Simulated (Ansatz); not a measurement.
# BBrH₄O₂Si: small, medium and large basis sets

Aim: see how fast density functionals converge with the basis set for BBrH₄O₂Si.

Program: Ansatz 0.2.0, Gaussian basis. Level of theory: one geometry, several basis sets. These are calculated values, not measurements.

Plan: PBE0-D4/def2-SVP; ωB97M-V/def2-SVP; PBE0-D4/def2-QZVPP; ωB97M-V/def2-QZVPP; the functionals' def2-TZVPP values are taken from earlier runs.

## Step 1: The geometry

All runs share one geometry, relaxed beforehand with PBE0-D4 in a triple-zeta def2 set.

SMILES `OB(Br)O[SiH3]`, 9 atoms, charge 0, spin multiplicity 1.

Atoms are counted from 1 here; the program's logs count them from 0.

Bond lengths: O1–B2 1.347 Å, O1–H6 0.960 Å, B2–Br3 1.961 Å, B2–O4 1.338 Å, O4–Si5 1.659 Å, Si5–H7 1.482 Å, Si5–H8 1.480 Å, Si5–H9 1.482 Å. Angles: B2–O1–H6 113.6°, O1–B2–Br3 119.4°, O1–B2–O4 120.4°, Br3–B2–O4 120.1°, B2–O4–Si5 134.4°, O4–Si5–H7 109.9°, O4–Si5–H8 105.9°, O4–Si5–H9 109.9°, H7–Si5–H8 110.4°, H7–Si5–H9 110.3°, H8–Si5–H9 110.4°.

## Step 2: PBE0-D4 in def2-SVP

File in.yaml:

```yaml
crystal:
  periodic: [false, false, false]
  atoms:
    - {symbol: O, position_ang: [2.041805, 1.159658, -0.628060]}
    - {symbol: B, position_ang: [1.005544, 0.591501, 0.017948]}
    - {symbol: Br, position_ang: [0.915930, 0.695143, 1.974118]}
    - {symbol: O, position_ang: [0.043621, -0.039105, -0.666326]}
    - {symbol: Si, position_ang: [-1.347975, -0.836429, -0.243326]}
    - {symbol: H, position_ang: [2.672467, 1.584133, -0.042478]}
    - {symbol: H, position_ang: [-2.269036, 0.091831, 0.454597]}
    - {symbol: H, position_ang: [-1.950339, -1.302677, -1.512057]}
    - {symbol: H, position_ang: [-1.023519, -1.990455, 0.628484]}
basis:
  gaussian: {orbitals: def2-SVP}
hamiltonian: {xc: pbe0, dispersion: d4}
output: {orbitals: {seedname: orbitals}}
```

The run is started by

```bash
$ ansatz run in.yaml --threads 2 --pin off --events-out ev --progress --plain --max-ram 32768MiB --backend cpu
```

After this run come: ωB97M-V in def2-SVP; PBE0-D4 in def2-QZVPP; ωB97M-V in def2-QZVPP.

**Question.** What will the summary of the whole plan be? Wanted: PBE0-D4: double and triple zeta above quadruple; ωB97M-V: double and triple zeta above quadruple.

**Answer**, as computed:

| quantity | value |
| --- | --- |
| PBE0-D4: double and triple zeta above quadruple | 19.04, 1.98 eV |
| ωB97M-V: double and triple zeta above quadruple | 19.03, 1.89 eV |

**Reading.** For PBE0-D4 the step from double to triple zeta gains 17.05 eV and the next only 1.98 eV. These are total energies; as a rule much of such shifts cancels in differences, which this series doesn't test. The LUMO of ωB97M-V is positive and keeps falling with the basis (2.51 to 1.18 eV): an unbound level that the basis holds in place.
